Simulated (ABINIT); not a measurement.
Here is an ABINIT 10.8.3 (patched build) calculation.

Contents of run.abi:

```
# Pseudopotentials
pp_dirpath "./"
pseudos "Y.upf, F.upf"

# Structure
acell 4.81751 4.81751 4.81751 Angstrom
rprim
     1.0000000000     0.0000000000     0.0000000000
     0.0000000000     1.0000000000     0.0000000000
     0.0000000000     0.0000000000     1.0000000000
ntypat 2
znucl 39 9
natom 4
typat 1 1 1 2
xred
     0.0000000000     0.5000000000     0.5000000000
     0.5000000000     0.0000000000     0.5000000000
     0.5000000000     0.5000000000     0.0000000000
     0.0000000000     0.0000000000     0.0000000000

# Plane-wave basis
ecut 35.0

# k points
kptopt 1
ngkpt 4 4 4
nshiftk 1
shiftk 0.0 0.0 0.0

# Exchange and correlation
ixc 7

# Bands and occupations
nband 24
occopt 3
tsmear 0.05 eV

# SCF cycle
nstep 100
tolvrs 1.0e-10

# Output
iomode 3
prtwf 0
prteig 0
prtebands 0
prtvol 2
prtden 1
prtvha 1
prtvclmb 1
prtpot 1
prtelf 1
```

Potentials or basis: PseudoDojo NC SR LDA v0.4.1 standard.

Command:

```bash
$ abinit run.abi > log 2>&1
```

(1) Predict the band gap on the k mesh.

Answers

(1) none (metal or under the smearing width).
